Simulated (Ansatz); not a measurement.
# F2GeH4O3: the cost of one run

Program: Ansatz 0.2.0. Level of theory: RKS B3LYP-D4/def2-SVP. These are calculated values, not measurements.

## Step 1: The starting structure

Bond lengths: Ge1–F2 2.030 Å, Ge1–O3 1.770 Å, O3–H4 1.010 Å, Ge1–O5 1.769 Å, O5–H6 1.010 Å, Ge1–F7 1.679 Å, Ge1–O8 2.070 Å, O8–H9 1.010 Å. Angles: F2–Ge1–O3 109.4°, F2–Ge1–O5 109.5°, F2–Ge1–F7 109.5°, F2–Ge1–O8 71.6°, O3–Ge1–O5 109.5°, O3–Ge1–F7 109.5°, O3–Ge1–O8 67.1°, O5–Ge1–F7 109.5°, O5–Ge1–O8 72.9°, F7–Ge1–O8 176.5°, Ge1–O3–H4 109.5°, Ge1–O5–H6 109.5°, Ge1–O8–H9 109.5°.

As a file:

```xyz
10

Ge    0.0000    0.0000    0.0000
F     0.0000    0.0000    2.0300
O     1.6691    0.0000   -0.5894
H     1.9855   -0.9521   -0.7061
O    -0.8337    1.4443   -0.5894
H    -1.7915    1.2136   -0.8118
F    -0.7913   -1.3709   -0.5594
O     1.0856    1.6372    0.6527
H     1.8625    1.3234    1.2167
H     0.6576    0.9917    1.7453
```

## Step 2: A restrained relaxation towards end A

Springs on the bonds that form and break draw the guess towards this end; the thresholds are loose.

File input.yaml:

```yaml
crystal:
  periodic: [false, false, false]
  atoms:
    - { symbol: Ge, position_ang: [0.0, 0.0, 0.0] }
    - { symbol: F, position_ang: [0.0, 0.0, 2.03] }
    - { symbol: O, position_ang: [1.6691, 0.0, -0.5894] }
    - { symbol: H, position_ang: [1.9855, -0.9521, -0.7061] }
    - { symbol: O, position_ang: [-0.8337, 1.4443, -0.5894] }
    - { symbol: H, position_ang: [-1.7915, 1.2136, -0.8118] }
    - { symbol: F, position_ang: [-0.7913, -1.3709, -0.5594] }
    - { symbol: O, position_ang: [1.0856, 1.6372, 0.6527] }
    - { symbol: H, position_ang: [1.8625, 1.3234, 1.2167] }
    - { symbol: H, position_ang: [0.6576, 0.9917, 1.7453] }
basis:
  gaussian: { orbitals: def2-SVP }
hamiltonian:
  xc: b3lyp
  dispersion: d4
relax:
  f_tol: 0.15
  max_steps: 25
  restrain:
    - { distance: [0, 7], at: 2.97, k: 30.0 }
    - { distance: [9, 1], at: 2.12, k: 30.0 }
    - { distance: [0, 1], at: 1.68, k: 30.0 }
    - { distance: [9, 7], at: 1.01, k: 30.0 }
output:
  orbitals: {}
```

The run is started by

```console
$ ansatz run input.yaml --threads 4 --pin off --max-ram 5120MiB --backend cpu --events-out ev --progress --plain --runs-dir out
```

**Question.** How long does this run take on 4 threads of Arm Neoverse V1, shared host, and how much memory does it need?

About 30 s, with a peak of 0.34 GiB.
